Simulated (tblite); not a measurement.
# C2H7BCl3Ga: the cost of one run

Programs: tblite 0.8.0 and PySCF 2.14.0, with density-fitted response routines of our own. Each step states its level of theory. These are calculated values for one molecule in the gas phase, unless marked as measured. Atoms are numbered from 0 throughout.

## Step 1: The starting structure

14 atoms, charge 0, multiplicity 1; geometry from: force field or distance geometry start.

Bonds of the start (Å): Cl0–C1 1.76, C1–C2 1.53, C2–B3 1.55, B3–Cl4 1.85, Cl4–Ga5 2.21, Ga5–Cl6 2.20, Cl6–B3 1.87, C1–H7 1.13, C1–H8 1.14, C2–H9 1.11, C2–H10 1.11, B3–H11 1.19, Ga5–H12 1.59, Ga5–H13 1.60.

## Step 2: Relaxing the molecule with GFN2-xTB

The job: settings as JSON, then the geometry in Å.

```
{"job": {"kind": "relax", "xc": "GFN2-xTB", "basis": "xTB"}, "charge": 0, "multiplicity": 1}
Cl    -3.696500     0.409800    -0.575400
C     -2.069700     0.355600     0.090000
C     -1.031900     0.103900    -1.007500
B      0.403800     0.059100    -0.437200
Cl     1.467100     1.562900    -0.593700
Ga     2.695600     0.683100     1.020900
Cl     0.565000     0.314100     1.411800
H     -1.887200     1.359100     0.579700
H     -1.960900    -0.399300     0.931200
H     -1.207600     0.794700    -1.852800
H     -1.270900    -0.906600    -1.411800
H      1.054100    -0.905800    -0.703200
H      3.407100     1.712500     2.004600
H      3.531300    -0.583500     0.521300
```

Run with:

```
$ OMP_NUM_THREADS=1 python probes_run.py task.json out
```

This one command runs all jobs of the session in turn.

Q: Estimate the wall time of this first job on 1 thread of Arm Neoverse N1, shared host.

About 1.8 s.
